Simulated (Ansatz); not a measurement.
# Sb (Antimony): a single-point run

The task is a single-point run on Sb (Antimony).

Method: DFT, LDA, all-electron LAPW, scalar-relativistic; levels and slopes on a fine mesh, independent-particle optical spectra, in Ansatz 0.2.0.

**1. The structure to begin with**

It takes space group Im-3m (No. 229, cubic). Conventional cell: a = 3.709 Å, b = 3.709 Å, c = 3.709 Å, α = 90.00°, β = 90.00°, γ = 90.00°. Around Sb (site symmetry m-3m) lie 8 Sb at 3.21 Å.

Structure file:

```
Sb
1.0
    -1.85430    1.85430    1.85430
     1.85430   -1.85430    1.85430
     1.85430    1.85430   -1.85430
Sb
1
Direct
  0.00000 0.00000 0.00000
```

**2. The run**

The input, input.yaml:

```yaml
crystal:
  lattice:
    - [-1.85429870265, 1.85429870265, 1.85429870265]
    - [1.85429870265, -1.85429870265, 1.85429870265]
    - [1.85429870265, 1.85429870265, -1.85429870265]
  atoms:
    - { symbol: Sb, position: [0.0, 0.0, 0.0] }
kpoints:
  mp_grid: { grid: [1, 1, 1] }
scf:
  occupations: { method: fermi_dirac, width: 0.1 }
  max_iter: 50
hamiltonian:
  xc: lda
  pseudopotentials: { kind: all_electron, lapw: { basis_error: 0.001 } }
output:
  forces: true
  stress: true
  eigenvalues: true
  eigenstates:
    nscf_kmesh: { grid: [24, 24, 24] }
    de_dk: true
    e_range: [-14, 14]
  optics:
    e_range: [0, 30]
    de: 0.2
    sigma: 0.25
    bands: { spectra_wanted_up_to: 30 }
    nscf_kmesh: { grid: [24, 24, 24] }
    drude_damping: 0.05
checkpoint:
  write: ck
  write_wavefunctions: false
```

On the command line:

```sh
$ ansatz run input.yaml --threads 1 --pin off --max-ram 3072MiB --backend cpu --events-out ev --progress --plain --runs-dir out
```

**Question.** How will this run end, and is anything wrong with its input?

The program finished normally, with warnings (optics on partly filled bands). It gives a pressure of 134 GPa, which is large and calls for a look at the input.

In the input, kpoints.mp_grid.grid is [1, 1, 1]. The zone is sampled at a single point, which suits only large cells or molecules.

Run again and compare: set kpoints.mp_grid.grid to [16, 16, 16].
